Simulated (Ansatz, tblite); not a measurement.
**C₁₆H₃₂OS: one state, many levels**

One table from this session's results is given with a row withheld; the runs are named, their logs left out.

Method: as each input shows; program: Ansatz 0.2.0, Gaussian basis.

Levels to be run: GFN1-xTB, GFN2-xTB, PBE-D4/def2-TZVP, r2SCAN-D4/def2-TZVP, ωB97X-V/def2-TZVP, LC-ωPBE/def2-TZVP, BLYP-D4/def2-TZVP, PBE-D4/def2-SVP, PBE0-D4/def2-SVP, HF/STO-3G, HF/6-31G, B3LYP-D4/6-31G, MP2/def2-SVP, RPA/def2-SVP.

## The relaxed structure

The singlet was relaxed beforehand with PBE-D4/def2-SVP.

SMILES `CCCCCCCCCCCCCCSC(C)=O`, 50 atoms, charge 0, spin multiplicity 1.

Bond lengths: C1–C2 1.530 Å, C1–H19 1.110 Å, C1–H20 1.110 Å, C1–H21 1.109 Å, C2–C3 1.533 Å, C2–H22 1.112 Å, C2–H23 1.114 Å, C3–C4 1.535 Å, C3–H24 1.113 Å, C3–H25 1.114 Å, C4–C5 1.533 Å, C4–H26 1.114 Å, C4–H27 1.113 Å, C5–C6 1.531 Å, C5–H28 1.113 Å, C5–H29 1.114 Å, C6–C7 1.531 Å, C6–H30 1.114 Å and more. Angles: C2–C1–H19 111.3°, C2–C1–H20 111.3°, C2–C1–H21 111.9°, H19–C1–H20 107.1°, H19–C1–H21 107.5°, H20–C1–H21 107.5°, C1–C2–C3 113.3°, C1–C2–H22 109.3°, C1–C2–H23 109.7°, C3–C2–H22 109.8°, C3–C2–H23 109.0°, H22–C2–H23 105.6°, C2–C3–C4 115.0°, C2–C3–H24 108.6°, C2–C3–H25 109.1°, C4–C3–H24 108.9°, C4–C3–H25 109.2°, H24–C3–H25 105.5° and more.

PBE0-D4/def2-TZVP was run before; its log isn't repeated, and its numbers join the tables.

Set-up of the first run:

Tight binding, by tblite at 300 K electronic temperature and without a spin-polarisation term:

```python
tblite.interface.Calculator('GFN1-xTB', numbers, positions, charge=0, uhf=0).singlepoint()
```

Tight binding, by tblite at 300 K electronic temperature and without a spin-polarisation term:

```python
tblite.interface.Calculator('GFN2-xTB', numbers, positions, charge=0, uhf=0).singlepoint()
```

start.molden holds the orbitals of an earlier run on this state, given as this run's starting guess.

in.yaml reads:

```yaml
crystal:
  periodic: [false, false, false]
  atoms:
    - {symbol: C, position_ang: [-8.929937, 0.170782, 0.372364]}
    - {symbol: C, position_ang: [-7.442346, 0.470515, 0.181010]}
    - {symbol: C, position_ang: [-6.859452, -0.148233, -1.095301]}
    - {symbol: C, position_ang: [-5.385065, 0.182506, -1.362947]}
    - {symbol: C, position_ang: [-4.398983, -0.374799, -0.330352]}
    - {symbol: C, position_ang: [-2.931780, -0.103275, -0.673913]}
    - {symbol: C, position_ang: [-1.939287, -0.649654, 0.355783]}
    - {symbol: C, position_ang: [-0.471680, -0.396104, 0.000238]}
    - {symbol: C, position_ang: [0.514948, -0.940450, 1.039113]}
    - {symbol: C, position_ang: [1.997447, -0.778638, 0.674794]}
    - {symbol: C, position_ang: [2.479921, 0.675628, 0.598339]}
    - {symbol: C, position_ang: [3.962642, 0.842996, 0.240788]}
    - {symbol: C, position_ang: [4.938718, 0.306866, 1.295557]}
    - {symbol: C, position_ang: [6.407633, 0.611313, 1.007188]}
    - {symbol: S, position_ang: [6.978989, -0.239703, -0.515140]}
    - {symbol: C, position_ang: [8.697561, 0.306590, -0.501432]}
    - {symbol: C, position_ang: [9.502152, -0.245877, -1.661314]}
    - {symbol: O, position_ang: [9.145811, 1.038333, 0.361152]}
    - {symbol: H, position_ang: [-9.115898, -0.922328, 0.432809]}
    - {symbol: H, position_ang: [-9.532510, 0.558581, -0.475987]}
    - {symbol: H, position_ang: [-9.327611, 0.628108, 1.301055]}
    - {symbol: H, position_ang: [-6.877752, 0.107265, 1.067362]}
    - {symbol: H, position_ang: [-7.281838, 1.572131, 0.154930]}
    - {symbol: H, position_ang: [-7.468285, 0.188795, -1.963756]}
    - {symbol: H, position_ang: [-6.985683, -1.254702, -1.054425]}
    - {symbol: H, position_ang: [-5.262078, 1.288080, -1.426179]}
    - {symbol: H, position_ang: [-5.105249, -0.205730, -2.367464]}
    - {symbol: H, position_ang: [-4.618844, 0.050125, 0.674196]}
    - {symbol: H, position_ang: [-4.556006, -1.473469, -0.230461]}
    - {symbol: H, position_ang: [-2.701749, -0.538593, -1.673245]}
    - {symbol: H, position_ang: [-2.777559, 0.994196, -0.786986]}
    - {symbol: H, position_ang: [-2.103559, -1.744434, 0.480303]}
    - {symbol: H, position_ang: [-2.159150, -0.202424, 1.352093]}
    - {symbol: H, position_ang: [-0.318384, 0.697512, -0.135979]}
    - {symbol: H, position_ang: [-0.248903, -0.854445, -0.990659]}
    - {symbol: H, position_ang: [0.300313, -2.019948, 1.201697]}
    - {symbol: H, position_ang: [0.322596, -0.447872, 2.019772]}
    - {symbol: H, position_ang: [2.606447, -1.332163, 1.421726]}
    - {symbol: H, position_ang: [2.193465, -1.277937, -0.301862]}
    - {symbol: H, position_ang: [2.277584, 1.177695, 1.572663]}
    - {symbol: H, position_ang: [1.874312, 1.225820, -0.153168]}
    - {symbol: H, position_ang: [4.166466, 0.348342, -0.735428]}
    - {symbol: H, position_ang: [4.178087, 1.922256, 0.078574]}
    - {symbol: H, position_ang: [4.694793, 0.760560, 2.282360]}
    - {symbol: H, position_ang: [4.809539, -0.789375, 1.425340]}
    - {symbol: H, position_ang: [7.068853, 0.282074, 1.832956]}
    - {symbol: H, position_ang: [6.581612, 1.697813, 0.865352]}
    - {symbol: H, position_ang: [9.540522, -1.353007, -1.610198]}
    - {symbol: H, position_ang: [10.528046, 0.163582, -1.615599]}
    - {symbol: H, position_ang: [9.031129, 0.024695, -2.627711]}
basis:
  gaussian: {orbitals: def2-TZVP, fitting: {mean_field: def2-universal-jkfit}, initial_orbitals: start.molden}
hamiltonian: {xc: pbe, dispersion: d4}
scf: {omitted_lower_state_checks: [starts]}
output: {orbitals: {seedname: orbitals}}
```

Command:

```console
ansatz run in.yaml --threads 2 --pin off --events-out ev --progress --plain --max-ram 32768MiB --backend cuda --devices 0, --max-vram 18GiB
```

Steps of the session up to this table: PBE-D4/def2-TZVP; r2SCAN-D4/def2-TZVP; ωB97X-V/def2-TZVP; LC-ωPBE/def2-TZVP; BLYP-D4/def2-TZVP; PBE-D4/def2-SVP; PBE0-D4/def2-SVP; HF/STO-3G; HF/6-31G; B3LYP-D4/6-31G; MP2/def2-SVP; RPA/def2-SVP.

One of the session's tables, all rows but one given; the rest of the session is left out.

It belongs to the step «Binding energy». 

| level | binding an atom (eV) |
| --- | --- |
| HF/STO-3G | 3.920 |
| HF/6-31G | 3.009 |
| HF/def2-SVP | 3.218 |
| PBE-D4/def2-SVP | 4.355 |
| PBE-D4/def2-TZVP | 4.309 |
| BLYP-D4/def2-TZVP | 4.197 |
| r2SCAN-D4/def2-TZVP | ? |
| B3LYP-D4/6-31G | 4.143 |
| PBE0-D4/def2-SVP | 4.301 |
| PBE0-D4/def2-TZVP | 4.252 |
| LC-ωPBE/def2-TZVP | 4.212 |
| ωB97X-V/def2-TZVP | 4.223 |
| MP2/def2-SVP | 4.098 |

**Question.** Estimate the row for r2SCAN-D4/def2-TZVP.

**Answer.** binding an atom (eV): 4.228. In the column «binding an atom (eV)» it lies between ωB97X-V/def2-TZVP (4.223) and PBE0-D4/def2-TZVP (4.252).

To keep in mind: Free atoms were run apart at each level; binding is atoms less cluster, divided by the number of atoms, without zero-point or spin-orbit terms.
